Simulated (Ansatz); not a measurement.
# CH₆AlNSi: a ladder of functionals and wavefunction methods

One table from this session's results is given with a row withheld; the runs are named, their logs left out.

Method: functionals in def2-TZVPP, the program's frozen cores in correlated methods; program: Ansatz 0.2.0, Gaussian basis.

Plan: LDA (SPW92), PBE-D4, revPBE-D4, BLYP-D4, r2SCAN-D4, B97M-V, PBE0-D4, B3LYP-D4, r2SCANh-D4, r2SCAN0-D4, HSE06-D4, BHLYP-D4, CAM-B3LYP-D4, LC-ωPBE, ωB97X-V, ωB97M-V, B2PLYP, PBE-QIDH; CCSD(T)/def2-SVP; CCSD(T)/def2-TZVPP; MP2/def2-QZVPP; extrapolation to the limit; RPA on PBE.

**The geometry**

The geometry comes from an earlier relaxation with PBE0-D4 in a triple-zeta def2 set; it is a stationary point, not always the lowest conformer.

10 atoms, charge 0, spin multiplicity 1.

Atoms are counted from 1 here; the program's logs count them from 0.

Bond lengths: Al1–N2 1.750 Å, Al1–H5 1.579 Å, Al1–H6 1.579 Å, N2–C3 1.249 Å, C3–Si4 1.903 Å, C3–H7 1.107 Å, Si4–H8 1.488 Å, Si4–H9 1.488 Å, Si4–H10 1.483 Å. Angles: N2–Al1–H5 116.9°, N2–Al1–H6 116.9°, H5–Al1–H6 126.1°, Al1–N2–C3 177.0°, N2–C3–Si4 123.0°, N2–C3–H7 119.8°, Si4–C3–H7 117.2°, C3–Si4–H8 109.4°, C3–Si4–H9 109.4°, C3–Si4–H10 108.7°, H8–Si4–H9 108.0°, H8–Si4–H10 110.6°, H9–Si4–H10 110.6°.

Set-up of the first run:

Input file in.yaml:

```yaml
crystal:
  periodic: [false, false, false]
  atoms:
    - {symbol: Al, position_ang: [-0.801121, 2.183465, -0.771802]}
    - {symbol: N, position_ang: [-0.589944, 0.458631, -0.561592]}
    - {symbol: C, position_ang: [-0.390935, -0.758916, -0.367941]}
    - {symbol: Si, position_ang: [0.911583, -1.414691, 0.854879]}
    - {symbol: H, position_ang: [0.069193, 2.879539, -1.890826]}
    - {symbol: H, position_ang: [-1.855451, 2.894711, 0.164531]}
    - {symbol: H, position_ang: [-0.988007, -1.509202, -0.921944]}
    - {symbol: H, position_ang: [0.242906, -2.252899, 1.887020]}
    - {symbol: H, position_ang: [1.886527, -2.271511, 0.126633]}
    - {symbol: H, position_ang: [1.598249, -0.260426, 1.483942]}
basis:
  gaussian: {orbitals: def2-TZVPP}
hamiltonian: {xc: lda}
output: {orbitals: {seedname: orbitals}}
```

Among the steps run: LDA; PBE-D4 (GGA); revPBE-D4 (GGA); BLYP-D4 (GGA); r2SCAN-D4 (meta-GGA); B97M-V (meta-GGA); PBE0-D4 (hybrid); B3LYP-D4 (hybrid); r2SCANh-D4 (hybrid); r2SCAN0-D4 (hybrid); HSE06-D4 (hybrid); BHLYP-D4 (hybrid); CAM-B3LYP-D4 (range-separated); LC-ωPBE (range-separated); ωB97X-V (range-separated); ωB97M-V (range-separated); B2PLYP (double hybrid); PBE-QIDH (double hybrid).

One table of the session follows, with a row left open; its other results are not shown here.

It belongs to the step «Frontier levels by functional». 

```
  functional  HOMO (eV)  gap (eV)
 LDA (SPW92)      -5.45      2.74
      PBE-D4      -5.31      2.82
   revPBE-D4      -5.25      2.85
     BLYP-D4      -5.19      2.87
   r2SCAN-D4      -5.48      3.18
      B97M-V      -5.64      3.37
     PBE0-D4      -6.45      5.07
    B3LYP-D4      -6.26      4.67
  r2SCANh-D4      -5.92      4.03
  r2SCAN0-D4          ?         ?
    HSE06-D4      -6.06      4.28
    BHLYP-D4      -7.55      7.42
CAM-B3LYP-D4      -7.77      7.63
     LC-ωPBE      -9.06     10.10
     ωB97X-V      -8.74      9.69
     ωB97M-V      -8.66      9.46
```

**Question.** Estimate the row for r2SCAN0-D4.

Worked estimate for «HOMO (eV)». Against the share of exact exchange, r2SCAN-D4 (0, -5.48), r2SCANh-D4 (0.1, -5.92) give a slope of -4.40 per unit share; at 0.25 the line stands at -6.58.

**Answer.** HOMO (eV): -6.59; gap (eV): 5.30. In «HOMO (eV)» the line misses by +0.01.
